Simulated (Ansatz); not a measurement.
This script makes a comparison of functionals at one structure of Be3N2, space group P-3m1 with the Python package of Ansatz (0.2.0).

The script, `be3n2.py`:
```python
# -*- coding: utf-8 -*-
"""One structure of Be3N2 under several functionals."""

import ansatz as az

crystal = (
    az.Lattice.of((2.817778, 0.0, 0.0), (-1.408889, 2.440267, 0.0), (0.0, 0.0, 4.667022))
    .atom("Be", (0.0, 0.0, 0.0))
    .atom("Be", (2 / 3, 1 / 3, 0.649633))
    .atom("Be", (1 / 3, 2 / 3, 0.350367))
    .atom("N", (1 / 3, 2 / 3, 0.747058))
    .atom("N", (2 / 3, 1 / 3, 0.252942))
)

calc = (
    crystal.calculation()
    .basis(39 * az.Ry)
    .kpoints(8, 8, 4)
    .occupations("fixed")
    .stress()
)

rows = []
for value in ["r2scan", "lda", "blyp"]:
    summary = calc.functional(value).run(threads=1, pin="off").report
    rows.append((value, summary["free_energy_ev"] / len(summary["lattice"]["sites"]), summary["n_iterations"], sum(summary["stress_gpa"][i][i] for i in range(3)) / 3, summary["n_kpoints"]))

print("  functional   F/atom (eV)    iterations       P (GPa)      k-points")
for row in rows:
    print(f"{str(row[0]):>12s}  {row[1]:12.5f}  {row[2]:12d}  {row[3]:12.3f}  {row[4]:12d}")
```

Rank the functionals by the pressure that they give at this structure. What does the order say about their lattices?

From lowest to highest: LDA (-10.0 GPa), r2SCAN (-3.2 GPa) and BLYP (3.7 GPa). At a fixed cell a lower pressure usually means a smaller equilibrium volume, so LDA prefers the smallest cell and BLYP the largest. Gaps by band count in the reports: r2SCAN 4.97 eV, LDA 4.26 eV and BLYP 4.66 eV (Kohn-Sham values on this mesh, as a rule under measured gaps).

What the script printed:

Running `python be3n2.py` prints:
```text
  functional   F/atom (eV)    iterations       P (GPa)      k-points
      r2scan    -210.91636             7        -3.164            35
         lda    -203.51017             6       -10.009            35
        blyp    -210.85825             6         3.749            35
```

What to keep in mind:
- Pressure is positive in compression.
- This cell is a computed structure, which may not be the phase found in nature.
- Total energies of different functionals can't be compared; pressures, moments and gaps at this one structure can.
- It ran for 6 s on 1 thread of Arm Neoverse V1 (shared host), peak memory 0.43 GiB.
